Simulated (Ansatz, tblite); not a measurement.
**The cluster Be₅Se₄+: a ladder of methods and basis sets**

One table from this session's results is given with a row withheld; the runs are named, their logs left out.

Method: as each input shows; program: Ansatz 0.2.0, Gaussian basis.

The runs, in order: GFN1-xTB, GFN2-xTB, PBE-D4/def2-TZVP, r2SCAN-D4/def2-TZVP, B2PLYP/def2-TZVP, B3LYP-D4/def2-TZVP, PBE-D4/def2-SVP, PBE0-D4/def2-SVP, HF/STO-3G, MP2/def2-TZVP, RPA/def2-TZVP.

7 further runs of the same task are left out: 3 that didn't finish, 4 set aside as unsound or not needed. Runs told in other sessions of the task aren't counted.

### The geometry

The doublet was relaxed beforehand with r2SCAN-D4/def2-SVP. At that level it is the lowest of the isomers that a small search found.

9 atoms, charge 1, spin multiplicity 2.

Bond lengths: Be1–Se6 2.015 Å, Be1–Se8 2.094 Å, Be2–Se7 2.177 Å, Be2–Se9 2.033 Å, Be3–Se7 2.147 Å, Be3–Se8 2.147 Å, Be4–Se6 2.015 Å, Be4–Se7 2.094 Å, Be5–Se8 2.177 Å, Be5–Se9 2.033 Å. Angles: Se6–Be1–Se8 164.4°, Se7–Be2–Se9 163.7°, Se7–Be3–Se8 155.0°, Se6–Be4–Se7 164.4°, Se8–Be5–Se9 163.7°, Be1–Se6–Be4 77.9°, Be2–Se7–Be3 62.7°, Be2–Se7–Be4 93.5°, Be3–Se7–Be4 79.0°, Be1–Se8–Be3 79.0°, Be1–Se8–Be5 93.5°, Be3–Se8–Be5 62.7°, Be2–Se9–Be5 67.4°.

The ion is computed in the gas phase, without counter-ions or solvent.

PBE0-D4/def2-TZVP was run before; its log isn't repeated, and its numbers join the tables.

Set-up of the first run:

Tight binding, by tblite at 300 K electronic temperature and without a spin-polarisation term:

```python
tblite.interface.Calculator('GFN1-xTB', numbers, positions, charge=1, uhf=1).singlepoint()
```

Tight binding, by tblite at 300 K electronic temperature and without a spin-polarisation term:

```python
tblite.interface.Calculator('GFN2-xTB', numbers, positions, charge=1, uhf=1).singlepoint()
```

start.molden holds the orbitals of an earlier run on this state, given as this run's starting guess.

Contents of in.yaml:

```yaml
crystal:
  periodic: [false, false, false]
  atoms:
    - {symbol: Be, position_ang: [-0.290290, 1.987413, -0.131948]}
    - {symbol: Be, position_ang: [-0.056543, -1.925031, 0.036823]}
    - {symbol: Be, position_ang: [1.026444, -0.139680, 0.877816]}
    - {symbol: Be, position_ang: [0.884835, 0.437649, -1.753990]}
    - {symbol: Be, position_ang: [-1.103943, -0.544454, 1.480556]}
    - {symbol: Se, position_ang: [-0.122882, 2.140948, -2.134324]}
    - {symbol: Se, position_ang: [1.806112, -1.194845, -0.821421]}
    - {symbol: Se, position_ang: [-0.140096, 1.369424, 1.862762]}
    - {symbol: Se, position_ang: [-2.003636, -2.131425, 0.583736]}
basis:
  gaussian: {orbitals: def2-TZVP, initial_orbitals: start.molden}
total_charge: 1
magnetization: {spin_polarized: true, initial_magnetization: 1}
hamiltonian: {xc: pbe, dispersion: d4}
scf: {omitted_lower_state_checks: [starts]}
output: {forces: true, orbitals: {seedname: orbitals}}
```

Launch:

```bash
$ ansatz run in.yaml --threads 4 --pin off --events-out ev --progress --plain --max-ram 4787MiB
```

Steps of the session up to this table: PBE-D4/def2-TZVP; r2SCAN-D4/def2-TZVP; B2PLYP/def2-TZVP; B3LYP-D4/def2-TZVP; PBE-D4/def2-SVP; PBE0-D4/def2-SVP; HF/STO-3G; MP2/def2-TZVP; RPA/def2-TZVP.

One table of the session follows, with a row left open; its other results are not shown here.

It belongs to the step «Levels side by side». 

| level | HOMO (eV) | LUMO (eV) | gap (eV) |
| --- | --- | --- | --- |
| HF/STO-3G | -10.40 | -2.83 | 7.57 |
| PBE-D4/def2-SVP | -9.08 | -8.35 | 0.73 |
| PBE-D4/def2-TZVP | -8.94 | -8.13 | 0.81 |
| r2SCAN-D4/def2-TZVP | -9.16 | -7.78 | 1.39 |
| B3LYP-D4/def2-TZVP | -9.54 | -7.58 | 1.96 |
| PBE0-D4/def2-SVP | -9.96 | -7.68 | 2.28 |
| PBE0-D4/def2-TZVP | ? | ? | ? |

**Question.** Estimate the row for PBE0-D4/def2-TZVP.

The run gave: HOMO (eV): -9.80; LUMO (eV): -7.40; gap (eV): 2.39. In the column «HOMO (eV)» it lies between PBE0-D4/def2-SVP (-9.96) and B3LYP-D4/def2-TZVP (-9.54).
